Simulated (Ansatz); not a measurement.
# MnS: the cost of one run

Method: DFT PBE+U (U_eff = 3.9 eV on Mn 3d), scalar-relativistic, plane waves, PAW, in Ansatz 0.2.0.

The COD entry's cell or inner coordinates are ideal or old and differ from later refinements, so a difference from it is no clean test against experiment.

1 further run of the same task is left out (it didn't finish).

### Step 1. The system as given

The structure is cubic, space group Fm-3m (No. 225). The conventional cell has a = 5.309 Å, b = 5.309 Å, c = 5.309 Å, α = 90.00°, β = 90.00°, γ = 90.00°. Around Mn (site symmetry m-3m) lie 6 S at 2.65 Å. S (site symmetry m-3m) has 6 Mn at 2.65 Å as nearest neighbours.

Coordinates:

```cif
data_structure
_symmetry_space_group_name_H-M 'P 1'
_symmetry_Int_Tables_number 1
_cell_length_a 3.7538
_cell_length_b 3.7538
_cell_length_c 3.7538
_cell_angle_alpha 60.000
_cell_angle_beta 60.000
_cell_angle_gamma 60.000
_cell_volume 37.40
loop_
_atom_site_label
_atom_site_type_symbol
_atom_site_fract_x
_atom_site_fract_y
_atom_site_fract_z
_atom_site_occupancy
Mn1 Mn 0.00000 0.00000 0.00000 1
S1 S 0.50000 0.50000 0.50000 1
```

This cell comes from an earlier session at PBE+U (U_eff = 3.9 eV on Mn 3d): 18.701 Å³/atom at -0.02 GPa, on a 8×8×8 mesh.

### Step 2. Coarse mesh, to find the state of the open shells

File input.yaml:

```yaml
crystal:
  lattice:
    - [0.0, 2.6543122982, -2.6543122982]
    - [0.0, 2.6543122982, 2.6543122982]
    - [5.3086245964, 0.0, 0.0]
  atoms:
    - { symbol: Mn, position: [0.0, 0.0, 0.0], spin: 5.0 }
    - { symbol: S, position: [0.0, 1.0, 0.5] }
    - { symbol: Mn, position: [0.5, 0.5, 0.5], spin: -5.0 }
    - { symbol: S, position: [0.5, 1.5, 1.0] }
basis:
  ecutwfc: 420
  ecutrho_ratio: 4
kpoints:
  mp_grid: { grid: [4, 4, 3] }
hamiltonian:
  xc: pbe
  hubbard: { sites: [{ species: Mn, l: d, u_eff: 3.9 }] }
scf:
  occupations: { method: gaussian, width: 0.05 }
output:
  forces: true
  stress: true
  eigenvalues: true
  populations: true
  hubbard: { sites: [{ species: Mn, l: d }] }
magnetization:
  spin_polarized: true
```

Run with:

```console
$ ansatz run input.yaml --threads 2 --pin off --max-ram 5120MiB --backend cpu --events-out ev --progress --plain --runs-dir out
```

**Question.** How long does this run take on 2 threads of Arm Neoverse V1, shared host, and how much memory does it need?

About 3.7 s, with a peak of 0.38 GiB.
